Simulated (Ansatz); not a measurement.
Here is an Ansatz 0.2.0 calculation.

File input.yaml:

```yaml
crystal:
  lattice:
    - [5.280924, 0.0, 0.0]
    - [0.0, 3.325351, 5.63971]
    - [0.0, -3.325351, 5.63971]
  atoms:
    - { symbol: Ti, position: [0.0, 0.916136, 0.916136] }
    - { symbol: K, position: [0.5, 0.583667, 0.583667] }
    - { symbol: Mg, position: [0.5, 0.076621, 0.076621] }
    - { symbol: Mg, position: [0.5, 0.071833, 0.608366] }
    - { symbol: Mg, position: [0.5, 0.608366, 0.071833] }
    - { symbol: Mg, position: [0.0, 0.406311, 0.406311] }
    - { symbol: Mg, position: [0.0, 0.406947, 0.93012] }
    - { symbol: Mg, position: [0.0, 0.93012, 0.406947] }
hamiltonian:
  xc: pbe
  pseudopotentials: { kind: paw }
kpoints:
  mp_grid: { grid: [5, 5, 5] }
scf:
  occupations: { method: gaussian, width: 0.1 }
output:
  forces: true
  stress: true
  eigenvalues: true
```

Potentials or basis: Ansatz PAW.

The run is started by

```console
$ ansatz run input.yaml --threads 4 --pin off --max-ram 11264MiB --backend cpu --events-out ev --progress --plain --runs-dir out
```

(1) Estimate the pressure.

(2) Predict the band gap on the k mesh.

## Answers

(1) -0.4 GPa.

(2) none (metal or under the smearing width).
